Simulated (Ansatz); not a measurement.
Geometry optimisation, Ansatz, DFT r2SCAN, scalar-relativistic, plane waves, PAW.

input.yaml

```yaml
crystal:
  lattice:
    - [-4.1773, -4.1773, 0.0]
    - [4.1773, -4.1773, 0.0]
    - [0.0, 0.0, 5.331]
  atoms:
    - { symbol: Si, position: [0.507462, 0.4996307, 0.0031487] }
    - { symbol: Si, position: [-0.0045514, 0.4982882, 0.2413938] }
    - { symbol: O, position: [-0.0084677, 0.1949775, 0.2428878] }
    - { symbol: F, position: [0.8118174, 0.4995644, -0.0016098], spin: 1.0 }
    - { symbol: O, position: [0.0029222, 0.8098913, 0.2559128] }
    - { symbol: Si, position: [0.4940049, 0.494912, 0.5020203] }
    - { symbol: Si, position: [-0.0040031, 0.4947731, 0.748787] }
    - { symbol: O, position: [0.1925162, 0.5013975, 0.4941194] }
    - { symbol: O, position: [-0.0075011, 0.1989868, 0.7427819] }
    - { symbol: O, position: [0.8037328, 0.510872, 0.5007133] }
    - { symbol: O, position: [-9.34e-05, 0.8058335, 0.7526964] }
    - { symbol: Si, position: [0.0022567, -0.0003346, -0.0113314] }
    - { symbol: Si, position: [0.4944315, -0.0034389, 0.2527075] }
    - { symbol: O, position: [0.6925745, 0.0067732, -0.0024708] }
    - { symbol: O, position: [0.5038871, 0.6921906, 0.2452602] }
    - { symbol: O, position: [0.3051442, 0.0014852, -8.71e-05] }
    - { symbol: O, position: [0.4917654, 0.3082267, 0.2550368] }
    - { symbol: Si, position: [0.0009485, 0.0086049, 0.5036938] }
    - { symbol: Si, position: [0.4989975, -0.0020283, 0.7550981] }
    - { symbol: O, position: [0.6983021, -0.010106, 0.5019204] }
    - { symbol: O, position: [0.5022279, 0.6898681, 0.7570405] }
    - { symbol: O, position: [0.3071227, 0.0033522, 0.500654] }
    - { symbol: O, position: [0.4964206, 0.3122619, 0.7483862] }
magnetization:
  spin_polarized: true
basis:
  ecutwfc: 500.0
kpoints:
  mp_grid: { grid: [2, 2, 3] }
hamiltonian:
  xc: r2scan
  pseudopotentials: { kind: paw, azcp: { folder: soft_1 } }
scf:
  occupations: { method: fermi_dirac, width: 0.02 }
  lower_state_search: "off"
relax:
  f_tol: 0.03
  max_steps: 60
  adjacent_minimum: "off"
```

Run as:

```bash
$ ansatz run input.yaml --threads 4 --pin off --max-ram 10240MiB --backend cpu --events-out ev --progress --plain --runs-dir out
```

Q: Where does it end, and by what steps?

A: It converged. Limits of this set-up: coarse k mesh, a small cell, in which the defect meets its images, a typed lattice constant that wasn't relaxed here. After 9 steps the energy has fallen by 3.500 eV; Si2 moved furthest, 0.60 Å. Parted: Si2–O10 (1.79 → 2.43 Å). Joined: Si1–Si2 (3.15 → 2.44 Å).

```tsv
step	energy less start (eV)	largest force component (eV/Å)	accepted
0	0.0000	5.027	yes
1	-1.8355	2.985	yes
2	-2.9905	1.464	yes
3	-3.2153	1.914	yes
4	-3.2657	1.652	yes
5	-3.4320	0.523	yes
6	-3.4746	0.194	yes
7	-3.4850	0.397	yes
8	-3.4991	0.077	yes
9	-3.5002	0.019	yes
```

```xyz
23
Lattice="-4.1773 -4.1773 0.0000 4.1773 -4.1773 0.0000 0.0000 0.0000 5.3310" Properties=species:S:1:pos:R:3
Si 0.142 -4.041 0.087
Si 1.728 -2.455 1.039
O 0.821 -0.860 1.267
F -1.091 -5.275 -0.001
O 3.324 -3.361 1.267
Si -0.038 -4.222 2.735
Si 2.116 -2.067 3.874
O 1.263 -2.920 2.634
O 0.810 -0.815 3.988
O -1.225 -5.408 2.744
O 3.368 -3.373 3.988
Si 0.006 0.000 -0.027
Si -2.091 -2.096 1.354
O -2.897 -2.903 0.005
O 0.822 -5.018 1.397
O -1.272 -1.277 0.025
O -0.834 -3.361 1.397
Si -0.004 -0.010 2.637
Si -2.067 -2.073 4.026
O -2.901 -2.907 2.685
O 0.901 -4.909 4.063
O -1.265 -1.270 2.670
O -0.726 -3.282 4.064
```

Whether the end is a true minimum wasn't checked by a vibrational analysis.

Run time: 5.2 min on 4 threads of Arm Neoverse V1, with other jobs on the host, peak memory 1 GiB.
